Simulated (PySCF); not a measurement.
# C10H19B: the cost of one run

Computed with PySCF 2.14.0 and routines of our own; the level stands in each step. Atoms count from 0.

## 1. The system as given

30 atoms, charge 0, multiplicity 1; geometry from: GFN2-xTB.

## 2. Optimising the geometry at PBE0-D3(BJ)/def2-SVP

What the job is given:

```
{"job": {"xc": "PBE0", "basis": "def2-SVP", "d3": "d3bj", "grid": 2, "kind": "geom"}, "charge": 0, "multiplicity": 1}
C      2.709051     1.237572    -0.371071
B      1.749591    -0.017488    -0.262149
C      2.071654    -1.264789    -1.185784
C      0.631783    -0.056388     0.813085
C     -0.126809     0.986582     1.195190
C     -0.513053     2.083639     0.274535
C     -1.839627     1.597384    -0.360418
C     -1.790480     0.140266    -0.846721
C     -2.055479    -0.936402     0.234263
C     -0.909370    -1.921387     0.515874
C      0.218093    -1.374390     1.418024
H      2.471942     2.050738     0.309780
H      2.723968     1.638166    -1.384466
H      3.734408     0.930074    -0.164831
H      2.975019    -1.134435    -1.777902
H      1.260064    -1.466376    -1.884872
H      2.193104    -2.174685    -0.599574
H     -0.766552     0.896526     2.068346
H      0.229426     2.215970    -0.510289
H     -0.682810     3.034784     0.782414
H     -2.644190     1.704235     0.370426
H     -2.076762     2.246866    -1.206338
H     -2.548887     0.032540    -1.626067
H     -0.822213    -0.037997    -1.314729
H     -2.908913    -1.536564    -0.092026
H     -2.353682    -0.460949     1.168919
H     -1.330140    -2.807934     0.998635
H     -0.480290    -2.241045    -0.433908
H     -0.167652    -1.235497     2.430743
H      1.030787    -2.100455     1.457422
```

On the command line:

```sh
OMP_NUM_THREADS=1 python excited_run.py task.json out
```

The driver reads the jobs from task.json and runs them one after another.

**Question.** How long does this first job take on 1 thread of Arm Neoverse V1, shared host, and how much memory does it need?

About 9.3 min, with a peak of 1.2 GiB.
